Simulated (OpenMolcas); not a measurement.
**Ce²⁺ among point charges: CASSCF levels and susceptibility**

Aim: the splitting of the states of Ce²⁺ in the field of 12 point charges, its lowest levels with spin-orbit coupling and its magnetic susceptibility.

The numbers are computed with OpenMolcas 26.06 (state-averaged CASSCF, spin-orbit coupling by RASSI with atomic mean-field integrals), except any that are marked as measured or tabulated.

1 further run of the same task is left out (it didn't finish).

### 1 The atom as given

```
Species                           : Ce²⁺ (cerium, Z = 58, 56 electrons)
Basis                             : ANO-RCC-VTZP [8s7p5d3f2g1h], 104 functions
Scalar Hamiltonian                : DKH2, point nucleus
Inactive shells                   : 1s 2s 2p 3s 3p 3d 4s 4p 4d 5s 5p
Active space                      : 2 electrons in 7 orbitals (4f)
Some configurations of this space : 4f²
Orbitals                          : optimised for the highest spin of each parity, averaged over all roots
```

Outer shells as boxes (Hund's rule):

4f2
```
4f [↑ ][↑ ][  ][  ][  ][  ][  ]
```

The ion sits among 12 point charges of -1 e arranged as a cuboctahedron (Oh), 2.57 Å from the ion. The active orbitals were held to one l.

The work runs as a chain of OpenMolcas steps in one folder; each step below is one input file. Labels, J, g values, rates, χT and fits are worked out afterwards by a script from the matrices that RASSI stores. The input lists half of the charges; inversion (Group=XYZ) makes the rest.

### 2 Basis and integrals

a.inp

```
&GATEWAY
Coord
1

Ce 0.0 0.0 0.0
Basis=ANO-RCC-VTZP
Group=XYZ
NoMove
AngMom=0.0 0.0 0.0
AMFI
XField
6 Angstrom 0
1.817264 1.817264 0.000000 -1.000000
1.817264 -1.817264 0.000000 -1.000000
0.000000 1.817264 1.817264 -1.000000
0.000000 1.817264 -1.817264 -1.000000
1.817264 0.000000 1.817264 -1.000000
1.817264 0.000000 -1.817264 -1.000000
&SEWARD
```

### 3 Reference wave functions, triplets of even parity, 21 roots

a.inp

```
&RASSCF
FileOrb=start.orb
Symmetry=1
Spin=3
nActEl=2 0 0
Inactive=15 12
Ras2=0 7
CIRoot=21 21 1
SDav=21
CIMx=300
Iter=120 100
PrWF=0.3
OrbListing=Nothing
MaxOrb=0
SupSym
0
1
21 13 14 15 16 17 18 19 29 30 31 32 33 34 35 36 37 38 39 40 41 42
>>> COPY $Project.JobIph JOB001
```

start.orb holds the contracted functions of the basis, ordered by shell, or the orbitals of the step before.

### 4 CASSCF: singlets of even parity, 28 roots

a.inp

```
&RASSCF
FileOrb=start.orb
Symmetry=1
Spin=1
nActEl=2 0 0
Inactive=15 12
Ras2=0 7
CIRoot=28 28 1
SDav=28
CIMx=300
Iter=120 100
PrWF=0.3
OrbListing=Nothing
MaxOrb=0
CIOnly
SupSym
0
1
21 13 14 15 16 17 18 19 29 30 31 32 33 34 35 36 37 38 39 40 41 42
>>> COPY $Project.JobIph JOB002
```

### 5 State interaction with spin-orbit coupling

a.inp

```
&RASSI
NrOfJobIphs=2 21 27
1 2 3 4 5 6 7 8 9 10 11 12 13 14 15 16 17 18 19 20 21
1 2 3 4 5 6 7 8 9 10 11 12 13 14 15 16 17 18 19 20 21 22 23 24 25 26 27
IphNames
JOB001
JOB002
EJob
SpinOrbit
DIPRint=1.0
SOCoupling=1000.0
Subsets=2
Property=9
'ANGMOM' 1 'ANGMOM' 2 'ANGMOM' 3 'MLTPL  1' 1 'MLTPL  1' 2 'MLTPL  1' 3
'AMFI' 1 'AMFI' 2 'AMFI' 3
SOProperty=3
'ANGMOM' 1 'ANGMOM' 2 'ANGMOM' 3
```

Before running it: what results should come out? Wanted: spin-free ground state; first state of the same spin within the active space; lowest level; next level.

As calculated:

| quantity | value |
| --- | --- |
| method | CASSCF |
| spin-free ground state | 3T1, 3-fold in its orbital part |
| first state of the same spin within the active space | 3T2 at 58.3 cm⁻¹ |
| lowest level | 2-fold E, g = 0.00, 0.00, 0.00 |
| next level | 4.0 cm⁻¹ |
| χT at 300 K | 1.56 cm³ K/mol |
| effective moment at 300 K | 3.53 μB |

In words: The spin-free ground state (3T1) comes to 99 % from free-ion H terms and keeps the highest spin of the shell. The singlets rest on orbitals optimised for another spin in at least one step, which raises them against the optimised states. Not all states of the active space went into the spin-orbit step. Point charges carry no covalency, so the field is a model and not that of real ligands.
